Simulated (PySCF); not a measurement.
# C₂H₅B₃O₂S: electronic excitations

Wanted: the electronic excitations of C₂H₅B₃O₂S (`C=CB1OBSBO1`), by calculation.

Computed with PySCF 2.14.0, with density-fitted response routines of our own, on a single molecule in the gas phase. Atoms are numbered from 0 throughout.

### 1 The molecule as given

13 atoms, charge 0, multiplicity 1; geometry from: GFN2-xTB.

Bonds of the start (Å): C0–C1 1.33, C1–B2 1.56, B2–O3 1.37, O3–B4 1.33, B4–S5 1.81, S5–B6 1.81, B6–O7 1.33, O7–B2 1.37, C0–H8 1.08, C0–H9 1.08, C1–H10 1.08, B4–H11 1.17, B6–H12 1.17.

### 2 TDDFT and polarisability: CAM-B3LYP/def2-SVPD

The job: settings as JSON, then the geometry in Å.

```
{"job": {"kind": "uv", "xc": "CAM-B3LYP", "basis": "def2-SVPD", "nstates": 8, "ntriplets": 3}, "charge": 0, "multiplicity": 1}
C      2.595303     0.001200     0.357851
C      1.643365    -0.370126    -0.492831
B      0.118873    -0.134856    -0.247085
O     -0.794928    -0.549624    -1.175597
B     -2.124074    -0.442114    -1.149106
S     -2.988551     0.336187     0.239145
B     -1.561935     0.767402     1.269010
O     -0.315094     0.484022     0.892305
H      2.347632     0.495375     1.283248
H      3.643383    -0.170787     0.169664
H      1.932748    -0.865037    -1.412019
H     -2.753897    -0.859319    -2.042018
H     -1.747214     1.308162     2.289706
```

Method: TDDFT CAM-B3LYP/def2-SVPD, vertical, gas phase, core orbitals frozen in the response.

The run is started by

```bash
$ OMP_NUM_THREADS=1 python probes_run.py task.json out
```

The driver reads the jobs from task.json and runs them one after another.

What will the session give for the following? lowest singlet (CAM-B3LYP/def2-SVPD); brightest single state of those computed; lowest triplet. Wanted: lowest singlet; brightest single state of those computed; lowest triplet.

As calculated:

| quantity | value |
| --- | --- |
| lowest singlet (CAM-B3LYP/def2-SVPD) | 6.04 eV (205 nm), f = 0.003 |
| brightest single state of those computed | state 4, 6.30 eV, f = 0.494 |
| lowest triplet | 3.93 eV |

**Reading.** The lowest singlet, at 6.04 eV, is HOMO−1→LUMO+1 0.78, HOMO−1→LUMO 0.12 and is weak; of the 8 states computed, the strongest absorption comes from state 4 at 6.30 eV. The lowest triplet lies 2.11 eV below the lowest singlet (triplets in Tamm-Dancoff, singlets in full TDDFT).
